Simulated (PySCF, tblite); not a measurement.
# CH9PSi2: a rotation path, then NMR shifts on frames, part 2 of 2

tblite 0.8.0 and PySCF 2.14.0. Atoms count from 0. The steps go on from the part before.

## Step 5: NMR shieldings: image 4, PBE0/pcSseg-1

The job: settings as JSON, then the geometry in Å.

```
{"job": {"kind": "nmr", "xc": "PBE0", "basis": "pcSseg-1", "pop": false}, "charge": 0, "multiplicity": 1}
Si    -2.117800    -0.457100    -0.690800
C     -0.621400    -0.209800     0.454900
Si     0.822300     0.751600    -0.329400
P      2.586800    -0.632500    -0.380100
H     -2.633100     0.853900    -1.086000
H     -3.164300    -1.193300     0.021400
H     -1.712300    -1.200800    -1.881500
H     -0.955600     0.306300     1.353600
H     -0.266800    -1.187200     0.783500
H      0.556300     1.118400    -1.725200
H      1.091300     1.982500     0.429600
H      2.918500    -0.463200     0.951100
H      3.491800     0.331700    -0.780000
```

Level: GIAO PBE0/pcSseg-1 NMR shielding, non-relativistic, gas phase.

What it wrote:

```text
coarse grid: 11544 points
cycle   1  E = -963.3342626113  dE = -7.415e-02  |g| = 3.242e-01  |ddm| = 3.091e+00
cycle   2  E = -963.3235758539  dE =  1.069e-02  |g| = 3.724e-01  |ddm| = 6.238e-01
cycle   3  E = -963.3606606871  dE = -3.708e-02  |g| = 3.738e-02  |ddm| = 3.698e-01
cycle   4  E = -963.3610411180  dE = -3.804e-04  |g| = 1.206e-02  |ddm| = 6.074e-02
cycle   5  E = -963.3610812755  dE = -4.016e-05  |g| = 2.617e-03  |ddm| = 2.149e-02
cycle   6  E = -963.3610830475  dE = -1.772e-06  |g| = 5.495e-04  |ddm| = 4.855e-03
final grid: 95336 points
cycle   7  E = -963.3832090428  dE = -1.335e-05  |g| = 4.451e-03  |ddm| = 1.763e-02
cycle   8  E = -963.3832053413  dE =  3.701e-06  |g| = 5.727e-03  |ddm| = 9.262e-03
cycle   9  E = -963.3832140851  dE = -8.744e-06  |g| = 3.100e-04  |ddm| = 5.324e-03
cycle  10  E = -963.3832141054  dE = -2.029e-08  |g| = 7.598e-05  |ddm| = 4.519e-04
cycle  11  E = -963.3832141069  dE = -1.509e-09  |g| = 1.675e-05  |ddm| = 1.243e-04
cycle  12  E = -963.3832141069  dE = -7.731e-11  |g| = 2.759e-06  |ddm| = 2.913e-05
converged SCF energy = -963.3832141069

GIAO shielding tensors (ppm)
atom      isotropic    diamagn.    paramagn.     s11        s22        s33       span
  0 Si     421.223     879.352    -458.129    390.477    409.185    464.007     73.530
  1 C      202.497     258.446     -55.949    189.416    204.876    213.200     23.784
  2 Si     397.499     880.718    -483.218    365.761    385.910    440.827     75.066
  3 P      620.190     967.451    -347.261    549.074    609.355    702.143    153.069
  4 H       27.838      28.906      -1.067     24.315     26.127     33.073      8.758
  5 H       27.561      28.414      -0.853     23.740     25.160     33.783     10.043
  6 H       27.792      28.925      -1.133     24.165     26.580     32.632      8.468
  7 H       31.695      32.440      -0.745     26.003     28.959     40.123     14.121
  8 H       32.071      33.256      -1.186     26.174     30.936     39.101     12.927
  9 H       27.650      30.003      -2.353     23.705     26.911     32.333      8.628
 10 H       26.910      29.878      -2.968     22.830     25.441     32.459      9.629
 11 H       30.668      30.391       0.277     25.384     27.970     38.650     13.265
 12 H       30.656      29.472       1.184     25.143     26.906     39.918     14.775
```

It took 8.1 s on 1 thread of Arm Neoverse V2, shared host; peak memory 0.68 GiB.

In short: δ C1 -15.6, Si2 -48.3, Si0 -72.1, P3 -301.8, H10 4.81, H5 4.16 ppm.

## Step 6: Nuclear shieldings: image 6, PBE0/pcSseg-1

The job: settings as JSON, then the geometry in Å.

```
{"job": {"kind": "nmr", "xc": "PBE0", "basis": "pcSseg-1", "pop": false}, "charge": 0, "multiplicity": 1}
Si    -1.966400    -0.597300    -0.736000
C     -0.693900    -0.023200     0.555800
Si     0.808500     0.886400    -0.173000
P      2.339400    -0.667400    -0.696000
H     -2.480500     0.575800    -1.444800
H     -3.078700    -1.266200    -0.056200
H     -1.337000    -1.512700    -1.684400
H     -1.193600     0.625700     1.273000
H     -0.350500    -0.890600     1.119900
H      0.479900     1.580800    -1.423200
H      1.319200     1.875100     0.790100
H      2.809300    -0.822600     0.595100
H      3.339900     0.236700    -0.999400
```

Method: GIAO PBE0/pcSseg-1 NMR shielding, non-relativistic, gas phase.

What it wrote:

```text
coarse grid: 11544 points
cycle   1  E = -963.3349964348  dE = -7.384e-02  |g| = 3.247e-01  |ddm| = 3.091e+00
cycle   2  E = -963.3241713762  dE =  1.083e-02  |g| = 3.736e-01  |ddm| = 6.255e-01
cycle   3  E = -963.3614900859  dE = -3.732e-02  |g| = 3.744e-02  |ddm| = 3.699e-01
cycle   4  E = -963.3618714107  dE = -3.813e-04  |g| = 1.203e-02  |ddm| = 6.059e-02
cycle   5  E = -963.3619114825  dE = -4.007e-05  |g| = 2.596e-03  |ddm| = 2.152e-02
cycle   6  E = -963.3619131893  dE = -1.707e-06  |g| = 5.631e-04  |ddm| = 4.739e-03
final grid: 95336 points
cycle   7  E = -963.3838863967  dE = -1.398e-05  |g| = 4.427e-03  |ddm| = 1.878e-02
cycle   8  E = -963.3838827709  dE =  3.626e-06  |g| = 5.679e-03  |ddm| = 9.265e-03
cycle   9  E = -963.3838913727  dE = -8.602e-06  |g| = 3.187e-04  |ddm| = 5.321e-03
cycle  10  E = -963.3838913944  dE = -2.165e-08  |g| = 7.631e-05  |ddm| = 4.631e-04
cycle  11  E = -963.3838913958  dE = -1.462e-09  |g| = 1.704e-05  |ddm| = 1.258e-04
cycle  12  E = -963.3838913959  dE = -8.345e-11  |g| = 3.453e-06  |ddm| = 3.221e-05
converged SCF energy = -963.3838913959

GIAO shielding tensors (ppm)
atom      isotropic    diamagn.    paramagn.     s11        s22        s33       span
  0 Si     421.977     879.412    -457.435    390.317    410.114    465.499     75.181
  1 C      200.710     257.988     -57.278    190.131    199.628    212.371     22.240
  2 Si     396.826     880.639    -483.813    366.337    384.492    439.649     73.312
  3 P      622.445     967.509    -345.064    547.478    611.525    708.331    160.853
  4 H       27.828      28.981      -1.153     24.316     26.078     33.088      8.772
  5 H       27.585      28.459      -0.874     23.851     25.167     33.736      9.885
  6 H       27.701      28.893      -1.193     23.751     27.066     32.285      8.534
  7 H       31.692      31.924      -0.232     25.695     28.803     40.577     14.882
  8 H       32.083      33.201      -1.118     26.869     30.353     39.026     12.157
  9 H       27.532      30.075      -2.543     23.921     26.307     32.369      8.447
 10 H       26.785      29.723      -2.938     22.460     25.274     32.622     10.162
 11 H       30.739      30.375       0.364     25.370     27.955     38.890     13.520
 12 H       30.684      29.480       1.203     25.223     26.938     39.890     14.667
```

Wall time 8 s (1 thread of Arm Neoverse V2, shared host); peak memory 0.68 GiB.

This run: δ C1 -13.8, Si2 -47.7, Si0 -72.8, P3 -304.1, H10 4.93, H9 4.18 ppm.

## Step 7: Shielding tensors: image 8, PBE0/pcSseg-1

The job: settings as JSON, then the geometry in Å.

```
{"job": {"kind": "nmr", "xc": "PBE0", "basis": "pcSseg-1", "pop": false}, "charge": 0, "multiplicity": 1}
Si    -1.811600    -0.730100    -0.734400
C     -0.769000     0.147700     0.595000
Si     0.819200     0.975700    -0.039200
P      2.101400    -0.586200    -1.012600
H     -2.265500     0.257400    -1.716000
H     -2.981200    -1.334400    -0.087700
H     -1.015900    -1.771700    -1.383400
H     -1.379100     0.907300     1.082800
H     -0.509800    -0.577000     1.368000
H      0.526400     1.975200    -1.073000
H      1.510300     1.652200     1.071900
H      2.556000    -1.142200     0.170000
H      3.214300     0.226500    -1.120300
```

With the program's defaults for keys left out, this is: GIAO PBE0/pcSseg-1 NMR shielding, non-relativistic, gas phase.

What it wrote:

```text
coarse grid: 11544 points
cycle   1  E = -963.3352923093  dE = -7.642e-02  |g| = 3.243e-01  |ddm| = 3.091e+00
cycle   2  E = -963.3246432680  dE =  1.065e-02  |g| = 3.728e-01  |ddm| = 6.235e-01
cycle   3  E = -963.3617529439  dE = -3.711e-02  |g| = 3.779e-02  |ddm| = 3.645e-01
cycle   4  E = -963.3621410011  dE = -3.881e-04  |g| = 1.220e-02  |ddm| = 6.080e-02
cycle   5  E = -963.3621824171  dE = -4.142e-05  |g| = 2.543e-03  |ddm| = 2.148e-02
cycle   6  E = -963.3621840143  dE = -1.597e-06  |g| = 5.607e-04  |ddm| = 4.486e-03
final grid: 95336 points
cycle   7  E = -963.3844888833  dE = -1.395e-05  |g| = 4.436e-03  |ddm| = 1.751e-02
cycle   8  E = -963.3844852509  dE =  3.632e-06  |g| = 5.683e-03  |ddm| = 9.120e-03
cycle   9  E = -963.3844938553  dE = -8.604e-06  |g| = 3.295e-04  |ddm| = 5.248e-03
cycle  10  E = -963.3844938791  dE = -2.380e-08  |g| = 6.715e-05  |ddm| = 4.585e-04
cycle  11  E = -963.3844938802  dE = -1.099e-09  |g| = 1.600e-05  |ddm| = 1.105e-04
cycle  12  E = -963.3844938802  dE = -6.958e-11  |g| = 3.065e-06  |ddm| = 2.695e-05
converged SCF energy = -963.3844938802

GIAO shielding tensors (ppm)
atom      isotropic    diamagn.    paramagn.     s11        s22        s33       span
  0 Si     424.338     879.485    -455.147    399.623    408.462    464.929     65.305
  1 C      198.777     257.871     -59.094    190.019    197.859    208.453     18.434
  2 Si     396.911     880.564    -483.654    362.397    388.499    439.836     77.440
  3 P      623.580     967.668    -344.088    552.255    608.665    709.820    157.564
  4 H       27.820      28.967      -1.148     24.450     25.950     33.059      8.609
  5 H       27.643      28.547      -0.904     23.961     25.275     33.692      9.732
  6 H       27.511      28.981      -1.470     23.032     27.806     31.696      8.663
  7 H       31.652      31.440       0.212     25.801     28.640     40.515     14.714
  8 H       31.904      32.859      -0.955     27.092     29.347     39.272     12.181
  9 H       27.371      29.881      -2.510     23.984     25.649     32.480      8.496
 10 H       26.724      29.610      -2.886     22.294     25.206     32.672     10.378
 11 H       30.814      30.577       0.237     25.454     28.003     38.986     13.531
 12 H       30.718      29.587       1.131     25.358     26.955     39.842     14.484
```

Wall time 7.8 s (1 thread of Arm Neoverse V2, shared host); peak memory 0.68 GiB.

Key values: δ C1 -11.9, Si2 -47.8, Si0 -75.2, P3 -305.2, H10 4.99, H9 4.35 ppm.

## Step 8: Comparing the runs: NMR shifts

Shifts (ppm) of some atoms, chosen among heavy atoms and hydrogens apart, with basis size and wall time:

| frame | C1 | H10 | H6 | H8 | Si2 | Si0 | P3 | functions | time |
| --- | --- | --- | --- | --- | --- | --- | --- | --- | --- |
| image 0 | -10.6 | 4.71 | 3.90 | -0.08 | -47.2 | -73.1 | -298.8 | 134 | 12 s |
| image 2 | -13.1 | 4.74 | 3.90 | -0.23 | -48.1 | -72.3 | -300.5 | 134 | 7.8 s |
| image 4 | -15.6 | 4.81 | 3.92 | -0.35 | -48.3 | -72.1 | -301.8 | 134 | 8.1 s |
| image 6 | -13.8 | 4.93 | 4.02 | -0.37 | -47.7 | -72.8 | -304.1 | 134 | 8 s |
| image 8 | -11.9 | 4.99 | 4.21 | -0.19 | -47.8 | -75.2 | -305.2 | 134 | 7.8 s |

## Step 9: Outcome

This closing draws on all 2 parts.

| quantity | value |
| --- | --- |
| barrier | 0.029 eV (0.7 kcal/mol) at image 4 |
| end to end (GFN2-xTB) | -0.018 eV |
| 13C shifts against TMS (PBE0/pcSseg-1, image 0) | -10.6 ppm |
| 1H shifts against TMS (PBE0/pcSseg-1, image 0) | 4.71, 4.28, 4.18, 3.90, 3.90, 1.13, 1.01, -0.08, -0.19 ppm |
| 29Si shifts against TMS (PBE0/pcSseg-1, image 0) | -47.2, -73.1 ppm |
| 31P shifts against H3PO4 (PBE0/pcSseg-1, image 0) | -298.8 ppm |
| surface potential, 1st and 99th percentile | -0.93 V and 1.04 V |
| range of the shift of P3 | -305.2 to -298.8 ppm |

In words: Along the band the dihedral turns by 120°, and the top (dihedral -118°) lies 0.7 kcal/mol above the start (GFN2-xTB, rough), so at room temperature this motion is fast. Ends this close can change order at a higher level. The top was not checked by a frequency run. Shifts at one fixed geometry are not the observed spectrum, which averages over the motion. In the first frame run (image 0): Shielding is most anisotropic at P3 (span 142 ppm, paramagnetic term -350 ppm). Across the 5 runs the shift of P3 moves most, between -305.2 (image 8) and -298.8 ppm (image 0).
